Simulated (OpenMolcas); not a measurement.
# AlNH4O2 (SMILES [NH2][Al]([OH])[OH]) at 6 levels

Aim: a comparison of 6 runs (HF/6-311+G**, B3LYP/6-31G*, M06-2X/6-311+G**, PBE0/6-311+G**, TPSS/6-311+G**, CCSD(T)/6-311+G**) of AlNH4O2. 

Program for the calculation: OpenMolcas 26.06.

1 further run of the same task is left out (set aside as unsound or not needed).

### 1 The structure to begin with

The species is AlNH4O2 (8 atoms), meant as a singlet with charge 0. As SMILES, `[NH2][Al]([OH])[OH]`. One bond was lengthened or shortened from a relaxed shape.

Bond lengths: N1–Al2 1.760 Å, Al2–O3 2.203 Å, Al2–O4 1.692 Å, N1–H5 1.005 Å, N1–H6 1.006 Å, O3–H7 0.954 Å, O4–H8 0.955 Å. Angles: N1–Al2–O3 123.6°, N1–Al2–O4 117.6°, O3–Al2–O4 118.8°, Al2–N1–H5 126.0°, Al2–N1–H6 123.5°, Al2–O3–H7 124.8°, Al2–O4–H8 122.2°, H5–N1–H6 110.5°.

### 2 The energy at HF/6-311+G(d,p) (run 1)

mol.input reads:

```
&GATEWAY
BASLIB
$CurrDir
COORD
8
angstrom
N       -0.917641       1.518437       0.304707
Al      -0.442341      -0.166763       0.130507
O        1.569400      -0.806100      -0.500900
O       -1.604341      -1.348563       0.469907
H       -0.331441       2.317537       0.136707
H       -1.836841       1.809537       0.593407
H        2.287000      -0.213800      -0.712700
H       -1.417041      -2.282263       0.396907
BASIS
6-311pGss
GROUP
NoSym
&SEWARD
&SCF
THRESHOLDS
1e-10 1e-07 1e-07 1e-05
PRORBITALS
1
```

The basis set 6-311+G** is read from a file made from the Basis Set Exchange's data (not shown).

Launch:

```sh
$ export MOLCAS_MEM=1860
$ pymolcas mol.input > mol.log
```

The log of the run:

```text
--- Start Module: gateway ---
[...]
--- Stop Module: gateway /rc=_RC_ALL_IS_WELL_ ---
--- Start Module: seward ---
[...]
      Basis functions          120
--- Stop Module: seward /rc=_RC_ALL_IS_WELL_ ---
[...]
--- Start Module: scf ---
[...]
       Convergence after  14 Iterations
[...]
::    Total SCF energy                               -448.5860544629
[...]
      Total spin, S                                     0.0000000000
[...]
      Total electronic charge=   40.000000
      Total            charge=   -0.000000
[...]
      Dipole Moment (debye):
      Origin of the operator (angstrom)=   -0.3461   -0.2085    0.1001
                   X= -1.0639E+00               Y=  2.0743E+00               Z=  3.6259E-01           Total=  2.3593E+00
      Quadrupole Moment (debye*angstrom):
[...]
--- Stop Module: scf /rc=_RC_ALL_IS_WELL_ ---
[...]
```

It took 15 s on 1 thread of Intel Xeon 6975P-C (Granite Rapids), shared host; peak memory 0.76 GiB.

### 3 A single-point energy at B3LYP/6-31G(d) (Cartesian functions) (run 2)

test.input reads:

```
&GATEWAY
  BASLIB=$CurrDir
  COORD
  8
  angstrom
  N       -0.917641       1.518437       0.304707
  Al      -0.442341      -0.166763       0.130507
  O        1.569400      -0.806100      -0.500900
  O       -1.604341      -1.348563       0.469907
  H       -0.331441       2.317537       0.136707
  H       -1.836841       1.809537       0.593407
  H        2.287000      -0.213800      -0.712700
  H       -1.417041      -2.282263       0.396907
  BASIS=6-31Gs
  GROUP=NoSym

&SEWARD
  GRIDINPUT
  Grid=UltraFine
  End of Grid

&SCF
  KSDFT=B3LYP
  THRESHOLDS=1e-10 1e-07 1e-07 1e-05
  PRORBITALS=1 2
```

The basis set 6-31G* is read from a file made from the Basis Set Exchange's data (not shown).

Launch:

```sh
$ export MOLCAS_MEM=1860
$ pymolcas test.input > test.log
```

The log of the run:

```text
--- Start Module: gateway ---
[...]
--- Stop Module: gateway /rc=_RC_ALL_IS_WELL_ ---
--- Start Module: seward ---
[...]
      Basis functions           72
--- Stop Module: seward /rc=_RC_ALL_IS_WELL_ ---
[...]
--- Start Module: scf ---
[...]
       Convergence after  15 Iterations
[...]
::    Total KS-DFT energy                            -450.1078619590
[...]
      Total spin, S                                     0.0000000000
[...]
      Total electronic charge=   40.000000
      Total            charge=   -0.000000
[...]
      Dipole Moment (debye):
      Origin of the operator (angstrom)=   -0.3461   -0.2085    0.1001
                   X= -7.3262E-01               Y=  1.7615E+00               Z=  2.5520E-01           Total=  1.9248E+00
      Quadrupole Moment (debye*angstrom):
[...]
--- Stop Module: scf /rc=_RC_ALL_IS_WELL_ ---
[...]
```

It took 12 s on 1 thread of Intel Xeon 6975P-C (Granite Rapids), shared host; peak memory 0.42 GiB.

Runs 3 to 5 aren't shown in full; the table further down has their settings and results.

### 4 The energy at CCSD(T)/6-311+G(d,p) (Cholesky decomposition) (run 6)

job.input reads:

```
>>> EXPORT MOLCAS_PRINT=2

&GATEWAY
 BasLib = $CurrDir
 Coord
 8
 angstrom
 N       -0.917641       1.518437       0.304707
 Al      -0.442341      -0.166763       0.130507
 O        1.569400      -0.806100      -0.500900
 O       -1.604341      -1.348563       0.469907
 H       -0.331441       2.317537       0.136707
 H       -1.836841       1.809537       0.593407
 H        2.287000      -0.213800      -0.712700
 H       -1.417041      -2.282263       0.396907
 Basis = 6-311pGss
 Group = NoSym

&SEWARD
 High

&SCF
 Thresholds = 1e-10 1e-07 1e-07 1e-05
 PrOrbitals = 1 2

&CHCC
 Frozen = 8
 Threshold = 1e-08
 MaxIterations = 80

&CHT3
 Frozen = 8
```

The basis set 6-311+G** is read from a file made from the Basis Set Exchange's data (not shown).

Launch:

```sh
$ export MOLCAS_MEM=1860
$ pymolcas job.input > job.log
```

The log of the run:

```text
--- Start Module: gateway ---
[...]
--- Stop Module: gateway /rc=_RC_ALL_IS_WELL_ ---
[...]
      Basis functions          120
[...]
       Convergence after  14 Iterations
[...]
::    Total SCF energy                               -448.5860544264
[...]
      Total spin, S                                     0.0000000000
[...]
      Total electronic charge=   40.000000
      Total            charge=   -0.000000
[...]
      Dipole Moment (debye):
      Origin of the operator (angstrom)=   -0.3461   -0.2085    0.1001
                   X= -1.0639E+00               Y=  2.0743E+00               Z=  3.6259E-01           Total=  2.3593E+00
      Quadrupole Moment (debye*angstrom):
[...]
--- Start Module: chcc ---
[...]
--- Stop Module: chcc /rc=_RC_ALL_IS_WELL_ ---
[...]
--- Start Module: cht3 ---
[...]
--- Stop Module: cht3 /rc=_RC_ALL_IS_WELL_ ---
[...]
```

Wall time 9.5 min (1 thread of Intel Xeon 6975P-C (Granite Rapids), shared host); peak memory 0.29 GiB.

### 5 Overview of the runs

| run | level | Cartesian functions | integration grid | energy (Eh) | dipole moment (D) of the reference | HOMO energy (eV) | LUMO energy (eV) | wall time |
| --- | --- | --- | --- | --- | --- | --- | --- | --- |
| 1 | HF/6-311+G** | no | – | -448.586054 | 2.36 | -11.48 | 0.95 | 15 s |
| 2 | B3LYP/6-31G* (Cartesian functions) | yes | UltraFine | -450.107862 | 1.92 | -6.53 | -1.05 | 12 s |
| 3 | M06-2X/6-311+G** | no | UltraFine | -450.108444 | 2.24 | -9.23 | -0.88 | 41 s |
| 4 | PBE0/6-311+G** | no | UltraFine | -449.865489 | 2.20 | -7.58 | -1.43 | 35 s |
| 5 | TPSS/6-311+G** | no | UltraFine | -450.247650 | 2.10 | -6.04 | -2.04 | 51 s |
| 6 | CCSD(T)/6-311+G** (Cholesky decomposition) | no | – | -449.290899 | 2.36 | -11.48 | 0.95 | 9.5 min |

### 6 Outcome

```
                                          quantity          value
                               run 6: total energy  -449.29090 Eh
         run 6: dipole moment (mean-field density)         2.36 D
        run 6: HOMO energy (Hartree–Fock orbitals)      -11.48 eV
        run 6: LUMO energy (Hartree–Fock orbitals)        0.95 eV
      run 6: HOMO–LUMO gap (Hartree–Fock orbitals)       12.44 eV
run 6: correlation energy (8 core orbitals frozen)     -704.8 mEh
                             run 6: (T) correction     -21.37 mEh
```

What this shows: Over runs 1, 2, 3, 4, 5 the dipole moment (its size) runs from 1.92 D (B3LYP/6-31G*) to 2.36 D (HF/6-311+G**). The two ends differ in method and basis. Over runs 1, 2, 3, 4, 5 the HOMO–LUMO gap runs from 4.00 eV (TPSS/6-311+G**) to 12.44 eV (HF/6-311+G**). Exact exchange widens orbital gaps. Totals of different functionals can't be ranked against each other. All runs together took 12 min, the longest 9.5 min.
